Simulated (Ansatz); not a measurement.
# SbHF radical: up Jacob's ladder to CCSD(T)

An exercise on one series of results from a longer session: the logs are not shown, and one member is left open.

Method: functionals in def2-TZVPP, the program's frozen cores in correlated methods; program: Ansatz 0.2.0, Gaussian basis.

The runs, in order: LDA (SPW92), PBE-D4, revPBE-D4, BLYP-D4, r2SCAN-D4, B97M-V, PBE0-D4, B3LYP-D4, r2SCANh-D4, r2SCAN0-D4, HSE06-D4, BHLYP-D4, CAM-B3LYP-D4, LC-ωPBE, ωB97X-V, ωB97M-V, B2PLYP, PBE-QIDH; CCSD(T)/def2-SVP; CCSD(T)/def2-TZVPP; MP2/def2-QZVPP; extrapolation to the limit; RPA on PBE.

## The geometry

All runs share one geometry, relaxed beforehand with PBE0-D4 in a triple-zeta def2 set. Sb takes the def2 core potential; no spin-orbit term is included.

SMILES `[F][SbH]`, 3 atoms, charge 0, spin multiplicity 2.

Atoms are counted from 1 here; the program's logs count them from 0.

Bond lengths: F1–Sb2 1.920 Å, Sb2–H3 1.720 Å. Angles: F1–Sb2–H3 93.1°.

Set-up of the first run:

in.yaml

```yaml
crystal:
  periodic: [false, false, false]
  atoms:
    - {symbol: F, position_ang: [-0.826152, 1.100267, -0.341191]}
    - {symbol: Sb, position_ang: [-0.323843, -0.751349, -0.255929]}
    - {symbol: H, position_ang: [1.138994, -0.413718, 0.583820]}
basis:
  gaussian: {orbitals: def2-TZVPP}
magnetization: {spin_polarized: true, initial_magnetization: 1}
hamiltonian: {xc: lda}
output: {orbitals: {seedname: orbitals}}
```

Steps of the session up to this table: LDA; PBE-D4 (GGA); revPBE-D4 (GGA); BLYP-D4 (GGA); r2SCAN-D4 (meta-GGA); B97M-V (meta-GGA); PBE0-D4 (hybrid); B3LYP-D4 (hybrid); r2SCANh-D4 (hybrid); r2SCAN0-D4 (hybrid); HSE06-D4 (hybrid); BHLYP-D4 (hybrid); CAM-B3LYP-D4 (range-separated); LC-ωPBE-D4 (range-separated; the results give it without D4); ωB97X-V (range-separated); ωB97M-V (range-separated); B2PLYP (double hybrid); PBE-QIDH (double hybrid).

One of the session's tables, all rows but one given; the rest of the session is left out.

It belongs to the step «Frontier levels by functional». 

```
  functional  HOMO (eV)  LUMO (eV)  gap (eV)
 LDA (SPW92)      -5.24      -4.32      0.92
      PBE-D4      -5.19      -3.91      1.28
   revPBE-D4      -5.16      -3.77      1.39
     BLYP-D4      -4.97      -3.95      1.02
   r2SCAN-D4      -5.59      -3.55      2.04
      B97M-V      -5.40      -3.96      1.44
     PBE0-D4      -6.34      -3.06      3.28
    B3LYP-D4      -6.04      -3.46      2.57
  r2SCANh-D4      -6.00      -3.24      2.76
  r2SCAN0-D4      -6.63      -2.80      3.83
    HSE06-D4      -5.95      -3.43      2.52
    BHLYP-D4          ?          ?         ?
CAM-B3LYP-D4      -7.52      -2.20      5.33
     LC-ωPBE      -8.93      -0.80      8.13
     ωB97X-V      -8.42      -1.23      7.20
     ωB97M-V      -8.32      -1.33      6.99
```

Estimate the missing values for BHLYP-D4.

Worked estimate for «HOMO (eV)». Against the share of exact exchange, BLYP-D4 (0, -4.97), B3LYP-D4 (0.2, -6.04) give a slope of -5.35 per unit share; at 0.5 the line stands at -7.64.

**Answer.** HOMO (eV): -7.25; LUMO (eV): -2.36; gap (eV): 4.89. In «HOMO (eV)» the line misses by -0.39.
